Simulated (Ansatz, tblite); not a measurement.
**The cluster Al₆Si₄: removing and adding an electron**

What does removing or adding an electron cost or gain for the cluster Al₆Si₄? Each charged state is run at several levels.

The runs use Ansatz 0.2.0, Gaussian basis; as each input shows.

The runs, in order: charge +1 doublet, at the geometry of the singlet (PBE0-D4/def2-TZVP, PBE-D4/def2-TZVP, B97M-V/def2-TZVP); charge -1 doublet, at the geometry of the singlet (PBE0-D4/def2-TZVP, PBE-D4/def2-TZVP, B97M-V/def2-TZVP); the starting singlet's energies come from earlier runs.

2 further runs of the same task are left out: 2 set aside as unsound or not needed. Runs told in other sessions of the task aren't counted.

## (1) The geometry

The geometry is that of the singlet, from an earlier relaxation (r2SCAN-D4/def2-SVP). At that level it is the lowest of the isomers that a small search found.

10 atoms, charge 0, spin multiplicity 1.

Atoms are counted from 1 here; the program's logs count them from 0.

Bond lengths: Al1–Al2 2.676 Å, Al1–Si7 2.426 Å, Al1–Si9 2.482 Å, Al2–Al4 2.614 Å, Al2–Si8 2.425 Å, Al3–Al5 2.654 Å, Al3–Si7 2.530 Å, Al3–Si10 2.564 Å, Al4–Si9 2.527 Å, Al5–Si8 2.592 Å, Al6–Si8 2.594 Å, Al6–Si9 2.614 Å, Al6–Si10 2.552 Å, Si7–Si8 2.398 Å, Si7–Si10 2.531 Å, Si9–Si10 2.481 Å. Angles: Al2–Al1–Si7 66.4°, Al2–Al1–Si9 102.2°, Si7–Al1–Si9 108.3°, Al1–Al2–Al4 63.9°, Al1–Al2–Si8 103.3°, Al4–Al2–Si8 123.6°, Al5–Al3–Si7 103.7°, Al5–Al3–Si10 117.1°, Si7–Al3–Si10 59.6°, Al2–Al4–Si9 102.8°, Al3–Al5–Si8 68.4°, Si8–Al6–Si9 144.6° and more.

As a file:

```xyz
10

Al    2.01760   -1.87709    0.03539
Al   -0.47402   -2.32215    0.90553
Al    0.95803    1.83522    1.97662
Al   -0.17440   -2.14334   -1.68473
Al   -1.66096    1.93758    1.55878
Al   -0.09107    0.19094   -0.04277
Si    1.45861   -0.64373    2.04793
Si   -0.91093   -0.41701    2.34158
Si    1.63339   -0.39379   -1.91779
Si    2.39194    0.74767    0.15027
```

## (2) Charge +1 doublet at the fixed geometry, PBE0-D4/def2-TZVP

Contents of in.yaml:

```yaml
crystal:
  periodic: [false, false, false]
  atoms:
    - {symbol: Al, position_ang: [2.017604, -1.877087, 0.035389]}
    - {symbol: Al, position_ang: [-0.474023, -2.322150, 0.905525]}
    - {symbol: Al, position_ang: [0.958028, 1.835219, 1.976616]}
    - {symbol: Al, position_ang: [-0.174399, -2.143343, -1.684732]}
    - {symbol: Al, position_ang: [-1.660956, 1.937579, 1.558779]}
    - {symbol: Al, position_ang: [-0.091067, 0.190943, -0.042774]}
    - {symbol: Si, position_ang: [1.458611, -0.643726, 2.047932]}
    - {symbol: Si, position_ang: [-0.910931, -0.417010, 2.341585]}
    - {symbol: Si, position_ang: [1.633391, -0.393792, -1.917791]}
    - {symbol: Si, position_ang: [2.391942, 0.747666, 0.150272]}
basis:
  gaussian: {orbitals: def2-TZVP}
total_charge: 1
magnetization: {spin_polarized: true, initial_magnetization: 1}
hamiltonian: {xc: pbe0, dispersion: d4}
scf: {omitted_lower_state_checks: [starts]}
output: {orbitals: {seedname: orbitals}}
```

Launch:

```bash
ansatz run in.yaml --threads 4 --pin off --events-out ev --progress --plain --max-ram 6963MiB
```

The log of the run:

```text
Functional definition: PBE0
  name "PBE0"
  cite "Adamo & Barone, J. Chem. Phys. 110, 6158 (1999) doi:10.1063/1.478522"
  cite "Perdew, Burke & Ernzerhof, Phys. Rev. Lett. 77, 3865 (1996) doi:10.1103/PhysRevLett.77.3865"
  parent pbe
  parameter a = 0.25
  parameter kappa = 0.804
  parameter beta = 0.06672455060314922
  exchange = (1 - a)*pbe_x(kappa = kappa, mu = beta*pi^2/3) + a*exact_x
  correlation = pbe_c(beta = beta)
these checks for a lower state are left out or cut short: starts
2746 factors; their error is unknown
the host lacks memory for fits, so the integrals are decomposed
2267 factors; integrals over basis functions are off by at most 1.1e-3 eV
mean field evaluation 1: about -71032.1099 eV, gradient 5.9e1 eV
mean field evaluation 2: about -70825.0182 eV, gradient 1.6e2 eV
mean field evaluation 4: about -71034.9538 eV, gradient 5.1e1 eV
mean field evaluation 8: about -71056.3767 eV, gradient 2.6e0 eV
mean field evaluation 16: about -71056.7838 eV, gradient 9.7e-2 eV
mean field evaluation 32: about -71056.7860 eV, gradient 5.6e-3 eV
mean field evaluation 64: about -71056.7861 eV, gradient 1.8e-5 eV
mean field -71056.78605059 eV, -2611.2887233396 hartree, gradient 1.8e-5 eV, S^2 0.859093; 0 other end points of the search recorded, 0 dependent functions left out
reference -71056.78608418 eV, -2611.2887245742 hartree; 67, 66 occupied and 303, 304 virtual orbitals, 2267 factors
Total energy: -71057.55956274 eV, -2611.3171493869 hartree
Checks for a lower state left out: starts
```

Wall time 1.9 min (4 threads of Arm Neoverse V2, shared host); peak memory 2.9 GiB.

From the report: HOMO -9.30 eV, LUMO -7.79 eV (over both spins); ⟨S²⟩ 0.859 (pure: 0.75).

## (3) Charge +1 doublet at the fixed geometry, PBE-D4/def2-TZVP

start.molden holds the orbitals of an earlier run on this state, given as this run's starting guess.

in.yaml, as its differences from that of step 2:

```diff
@@ -14,6 +14,6 @@
 basis:
-  gaussian: {orbitals: def2-TZVP}
+  gaussian: {orbitals: def2-TZVP, initial_orbitals: start.molden}
 total_charge: 1
 magnetization: {spin_polarized: true, initial_magnetization: 1}
-hamiltonian: {xc: pbe0, dispersion: d4}
+hamiltonian: {xc: pbe, dispersion: d4}
 scf: {omitted_lower_state_checks: [starts]}
```

The command is unchanged.

The log of the run:

```text
Functional definition: PBE
  name "PBE"
  cite "Perdew, Burke & Ernzerhof, Phys. Rev. Lett. 77, 3865 (1996) doi:10.1103/PhysRevLett.77.3865"
  parent pbe
  parameter kappa = 0.804
  parameter beta = 0.06672455060314922
  exchange = pbe_x(kappa = kappa, mu = beta*pi^2/3)
  correlation = pbe_c(beta = beta)
these checks for a lower state are left out or cut short: starts
2562 factors; their error is unknown
mean field evaluation 1: about -71051.2228 eV, gradient 1.3e1 eV
mean field evaluation 2: about -71051.4618 eV, gradient 4.1e-1 eV
mean field evaluation 4: about -71051.4368 eV, gradient 1.0e-1 eV
mean field evaluation 8: about -71051.4371 eV, gradient 2.7e-5 eV
mean field -71051.43707317 eV, -2611.0921520454 hartree, gradient 9.6e-6 eV, S^2 0.780359; 0 other end points of the search recorded, 0 dependent functions left out
reference -71051.43711736 eV, -2611.0921536692 hartree; 67, 66 occupied and 303, 304 virtual orbitals, 2562 factors
Total energy: -71052.32126550 eV, -2611.1246455140 hartree
Checks for a lower state left out: starts
```

Run time: 28 s. Hardware: 4 threads of Arm Neoverse V2, shared host; peak memory 1.3 GiB.

HOMO -8.68 eV, LUMO -8.37 eV (over both spins); ⟨S²⟩ 0.780 (pure: 0.75).

## (4) Charge +1 doublet at the fixed geometry, B97M-V/def2-TZVP

in.yaml, as its differences from that of step 3:

```diff
@@ -17,3 +17,3 @@
 magnetization: {spin_polarized: true, initial_magnetization: 1}
-hamiltonian: {xc: pbe, dispersion: d4}
+hamiltonian: {xc: {name: B97M-V}}
 scf: {omitted_lower_state_checks: [starts]}
```

The command is unchanged.

The log of the run, cut to the lines that bear on the results:

```text
Functional definition: B97M-V
  name "B97M-V"
  cite "Mardirossian & Head-Gordon, J. Chem. Phys. 142, 074111 (2015) doi:10.1063/1.4907719"
  cite "Becke, J. Chem. Phys. 107, 8554 (1997) doi:10.1063/1.475007"
  cite "Vydrov & Van Voorhis, J. Chem. Phys. 133, 244103 (2010) doi:10.1063/1.3521275"
  # Of w^i u^j: cxij and so on, Table III.
[...]
  gx(w, u) = cx00 + cx01*u + cx02*u^2 + (cx10 + cx11*u)*w
  gss(w, u) = css00 + css02*u^2 + css10*w + (css32*w^3 + css42*w^4)*u^2
  gos(w, u) = cos00 + cos01*u + cos03*u^3 + cos10*w + cos32*w^3*u^2
[...]
      + integral(e_c_pw_mod_opposite_spin*gos(b97_w_opposite, b97_u_opposite)) + vv10(b, c)
[...]
2562 factors; their error is unknown
[...]
mean field -71071.40682130 eV, -2611.8260267530 hartree, gradient 1.2e-5 eV, S^2 0.812515; 0 other end points of the search recorded, 0 dependent functions left out
reference -71071.40688666 eV, -2611.8260291550 hartree; 67, 66 occupied and 303, 304 virtual orbitals, 2562 factors
Total energy: -71071.40688666 eV, -2611.8260291550 hartree
Checks for a lower state left out: starts
```

It took 95 s on 4 threads of Arm Neoverse V2, shared host; peak memory 1.8 GiB.

Report: HOMO -8.76 eV, LUMO -8.26 eV (over both spins); ⟨S²⟩ 0.813 (pure: 0.75).

## (5) Vertical ionisation energy

Charged state less starting state, singlet to doublet; the starting state's energies are those of its earlier runs.

| level | vertical ionisation energy (eV) | time |
| --- | --- | --- |
| PBE-D4/def2-TZVP | +6.63 | 42 s |
| B97M-V/def2-TZVP | +6.59 | 2.4 min |
| PBE0-D4/def2-TZVP | +6.62 | 2.6 min |

Times add the two runs; a level without a time comes out of a correlated run.

Beside −ε(HOMO) of the starting state:

| level | −ε(HOMO) (eV) | by difference (eV) | mismatch (eV) |
| --- | --- | --- | --- |
| PBE-D4/def2-TZVP | 4.83 | 6.63 | -1.79 |
| B97M-V/def2-TZVP | 4.93 | 6.59 | -1.67 |
| PBE0-D4/def2-TZVP | 5.43 | 6.62 | -1.19 |

## (6) Charge -1 doublet at the fixed geometry, PBE0-D4/def2-TZVP

in.yaml, as its differences from that of step 4:

```diff
@@ -14,6 +14,6 @@
 basis:
-  gaussian: {orbitals: def2-TZVP, initial_orbitals: start.molden}
-total_charge: 1
+  gaussian: {orbitals: def2-TZVP}
+total_charge: -1
 magnetization: {spin_polarized: true, initial_magnetization: 1}
-hamiltonian: {xc: {name: B97M-V}}
+hamiltonian: {xc: pbe0, dispersion: d4}
 scf: {omitted_lower_state_checks: [starts]}
```

Launched as before.

The log of the run, cut to the lines that bear on the results:

```text
Functional definition: PBE0
  name "PBE0"
  cite "Adamo & Barone, J. Chem. Phys. 110, 6158 (1999) doi:10.1063/1.478522"
  cite "Perdew, Burke & Ernzerhof, Phys. Rev. Lett. 77, 3865 (1996) doi:10.1103/PhysRevLett.77.3865"
  parent pbe
[...]
2746 factors; their error is unknown
the host lacks memory for fits, so the integrals are decomposed
2267 factors; integrals over basis functions are off by at most 1.1e-3 eV
[...]
mean field -71065.76083028 eV, -2611.6185404099 hartree, gradient 4.8e-6 eV, S^2 0.788200; 0 other end points of the search recorded, 0 dependent functions left out
reference -71065.76085840 eV, -2611.6185414436 hartree; 68, 67 occupied and 302, 303 virtual orbitals, 2267 factors
Total energy: -71066.57233605 eV, -2611.6483626968 hartree
Checks for a lower state left out: starts
```

Run time: 2.1 min. Hardware: 4 threads of Arm Neoverse V2, shared host; peak memory 2.9 GiB.

HOMO -1.20 eV, LUMO 0.15 eV (over both spins); ⟨S²⟩ 0.788 (pure: 0.75).

## (7) Charge -1 doublet at the fixed geometry, PBE-D4/def2-TZVP

in.yaml, as its differences from that of step 6:

```diff
@@ -14,6 +14,6 @@
 basis:
-  gaussian: {orbitals: def2-TZVP}
+  gaussian: {orbitals: def2-TZVP, initial_orbitals: start.molden}
 total_charge: -1
 magnetization: {spin_polarized: true, initial_magnetization: 1}
-hamiltonian: {xc: pbe0, dispersion: d4}
+hamiltonian: {xc: pbe, dispersion: d4}
 scf: {omitted_lower_state_checks: [starts]}
```

The command is unchanged.

The log of the run:

```text
Functional definition: PBE
  name "PBE"
  cite "Perdew, Burke & Ernzerhof, Phys. Rev. Lett. 77, 3865 (1996) doi:10.1103/PhysRevLett.77.3865"
  parent pbe
  parameter kappa = 0.804
  parameter beta = 0.06672455060314922
  exchange = pbe_x(kappa = kappa, mu = beta*pi^2/3)
  correlation = pbe_c(beta = beta)
these checks for a lower state are left out or cut short: starts
2562 factors; their error is unknown
mean field evaluation 1: about -71060.1249 eV, gradient 1.3e1 eV
mean field evaluation 2: about -71060.3573 eV, gradient 3.6e-1 eV
mean field evaluation 4: about -71060.3269 eV, gradient 5.8e-2 eV
mean field evaluation 8: about -71060.3270 eV, gradient 2.1e-5 eV
mean field -71060.32699242 eV, -2611.4188505520 hartree, gradient 9.6e-6 eV, S^2 0.764054; 0 other end points of the search recorded, 0 dependent functions left out
reference -71060.32702952 eV, -2611.4188519153 hartree; 68, 67 occupied and 302, 303 virtual orbitals, 2562 factors
Total energy: -71061.25440013 eV, -2611.4529321565 hartree
Checks for a lower state left out: starts
```

Wall time 26 s (4 threads of Arm Neoverse V2, shared host); peak memory 1.3 GiB.

Report: HOMO -0.56 eV, LUMO -0.28 eV (over both spins); ⟨S²⟩ 0.764 (pure: 0.75).

## (8) Charge -1 doublet at the fixed geometry, B97M-V/def2-TZVP

in.yaml, as its differences from that of step 7:

```diff
@@ -17,3 +17,3 @@
 magnetization: {spin_polarized: true, initial_magnetization: 1}
-hamiltonian: {xc: pbe, dispersion: d4}
+hamiltonian: {xc: {name: B97M-V}}
 scf: {omitted_lower_state_checks: [starts]}
```

Launched as before.

The log of the run, cut to the lines that bear on the results:

```text
Functional definition: B97M-V
  name "B97M-V"
  cite "Mardirossian & Head-Gordon, J. Chem. Phys. 142, 074111 (2015) doi:10.1063/1.4907719"
  cite "Becke, J. Chem. Phys. 107, 8554 (1997) doi:10.1063/1.475007"
  cite "Vydrov & Van Voorhis, J. Chem. Phys. 133, 244103 (2010) doi:10.1063/1.3521275"
  # Of w^i u^j: cxij and so on, Table III.
[...]
  gx(w, u) = cx00 + cx01*u + cx02*u^2 + (cx10 + cx11*u)*w
  gss(w, u) = css00 + css02*u^2 + css10*w + (css32*w^3 + css42*w^4)*u^2
  gos(w, u) = cos00 + cos01*u + cos03*u^3 + cos10*w + cos32*w^3*u^2
[...]
      + integral(e_c_pw_mod_opposite_spin*gos(b97_w_opposite, b97_u_opposite)) + vv10(b, c)
[...]
2562 factors; their error is unknown
[...]
mean field -71080.31989497 eV, -2612.1535761688 hartree, gradient 7.0e-6 eV, S^2 0.770549; 0 other end points of the search recorded, 0 dependent functions left out
reference -71080.31995236 eV, -2612.1535782779 hartree; 68, 67 occupied and 302, 303 virtual orbitals, 2562 factors
Total energy: -71080.31995236 eV, -2612.1535782779 hartree
Checks for a lower state left out: starts
```

Run time: 1.9 min. Hardware: 4 threads of Arm Neoverse V2, shared host; peak memory 1.8 GiB.

HOMO -0.63 eV, LUMO -0.28 eV (over both spins); ⟨S²⟩ 0.771 (pure: 0.75).

## (9) Vertical electron affinity

Starting state less charged state (positive: the electron is bound), singlet to doublet; the starting state's energies are those of its earlier runs.

| level | vertical electron affinity (eV) | time |
| --- | --- | --- |
| PBE-D4/def2-TZVP | +2.31 | 40 s |
| B97M-V/def2-TZVP | +2.32 | 2.7 min |
| PBE0-D4/def2-TZVP | +2.39 | 2.8 min |

Times add the two runs; a level without a time comes out of a correlated run.

Beside −ε(LUMO) of the starting state:

| level | −ε(LUMO) (eV) | by difference (eV) | mismatch (eV) |
| --- | --- | --- | --- |
| PBE-D4/def2-TZVP | 4.01 | 2.31 | +1.71 |
| B97M-V/def2-TZVP | 3.98 | 2.32 | +1.66 |
| PBE0-D4/def2-TZVP | 3.53 | 2.39 | +1.15 |

## (10) What came out

| quantity | value |
| --- | --- |
| vertical ionisation energy, functionals in def2-TZVP | 6.59 (B97M-V) to 6.63 eV (PBE-D4) |
| vertical electron affinity, functionals in def2-TZVP | 2.31 (PBE-D4) to 2.39 eV (PBE0-D4) |

In words: The vertical ionisation energy spans 6.59 to 6.63 eV over the functionals. −ε(HOMO) misses the level's own difference by -1.19 eV at best (PBE0-D4) and -1.79 eV at worst (PBE-D4). The vertical electron affinity spans 2.31 to 2.39 eV over the functionals. −ε(LUMO) misses the level's own difference by +1.15 eV at best (PBE0-D4) and +1.71 eV at worst (PBE-D4).
